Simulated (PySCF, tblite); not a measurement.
**C7H9O radical: geometry, infrared bands and EPR parameters**

Aim: predict the infrared bands and EPR parameters of C7H9O radical (`C[C@@H]1[CH][C@@H]2C=C[C@H]1O2`).

Programs: tblite 0.8.0 and PySCF 2.14.0, with density-fitted response routines of our own. Each step states its level of theory. These are calculated values for one molecule in the gas phase, unless marked as measured. Atoms count from 0, in the outputs and in this text.

## (1) The molecule as given

17 atoms, charge 0, multiplicity 2; geometry from: force field or distance geometry start.

Bonds of the start (Å): C0–C1 1.53, C1–C2 1.53, C2–C3 1.51, C3–C4 1.51, C4–C5 1.35, C5–C6 1.51, C6–O7 1.42, C6–C1 1.48, O7–C3 1.39, C0–H8 1.10, C0–H9 1.12, C0–H10 1.13, C1–H11 1.10, C2–H12 1.10, C3–H13 1.08, C4–H14 1.08, C5–H15 1.08, C6–H16 1.08.

## (2) Geometry optimisation with GFN2-xTB

Job settings and geometry (Å):

```
{"job": {"kind": "relax", "xc": "GFN2-xTB", "basis": "xTB"}, "charge": 0, "multiplicity": 2}
C      1.758800    -0.646700     0.019500
C      0.778000     0.344100    -0.601600
C      0.347400     1.280100     0.529600
C     -1.138800     1.020000     0.536600
C     -1.386500    -0.385900     1.013600
C     -1.139200    -1.175200    -0.048000
C     -0.511800    -0.231700    -1.052100
O     -1.372200     0.870000    -0.828700
H      1.429900    -1.691800    -0.000300
H      2.780200    -0.517100    -0.410200
H      1.884700    -0.346500     1.097300
H      1.263400     0.950200    -1.387600
H      0.610900     2.327300     0.312700
H     -1.741000     1.776000     1.021200
H     -1.709300    -0.712700     1.995000
H     -1.329600    -2.235400    -0.147500
H     -0.531800    -0.612800    -2.059300
```

On the command line:

```console
OMP_NUM_THREADS=1 python probes_run.py task.json out
```

The driver reads the jobs from task.json and runs them one after another.

**Question.** This job is followed by: GFN2-xTB harmonic vibrations, gas phase; UKS B3LYP, pcH-1 on C H O, non-relativistic, mean-field spin-orbit, GIAO. What will the session give for the following? strongest single infrared mode (GFN2-xTB); zero-point energy (GFN2-xTB); g(iso) (B3LYP); ⟨S²⟩; largest a(iso) (averaged by class); potential on the surface of density 0.002 e/bohr³, 1st and 99th percentile.

As calculated:

| quantity | value |
| --- | --- |
| strongest single infrared mode (GFN2-xTB) | 3034 cm⁻¹, 87 km/mol |
| zero-point energy (GFN2-xTB) | 87.1 kcal/mol |
| g(iso) (B3LYP) | 2.00258 |
| ⟨S²⟩ | 0.757 (exact 0.75) |
| largest a(iso) (averaged by class) | 13C on C2, 117.3 MHz |
| potential on the surface of density 0.002 e/bohr³, 1st and 99th percentile | -1.64 V and 0.95 V |

The optimisation took 97 steps and gained 0.909 eV; among the close pairs (by a distance rule), C1–C6 changed most, from 1.483 to 1.569 Å. All 45 modes are real, so the xTB geometry is a minimum. GFN2-xTB is a fitted tight-binding method: band positions and strengths are rough. Its intensities can rank the bands wrongly. Most of the unpaired spin sits on C2 (0.98 e). The isotropic g lies 0.3 ppt above the free-electron value. The conformer search found further structures of the same energy, which may be mirror or relabelled copies of this one.
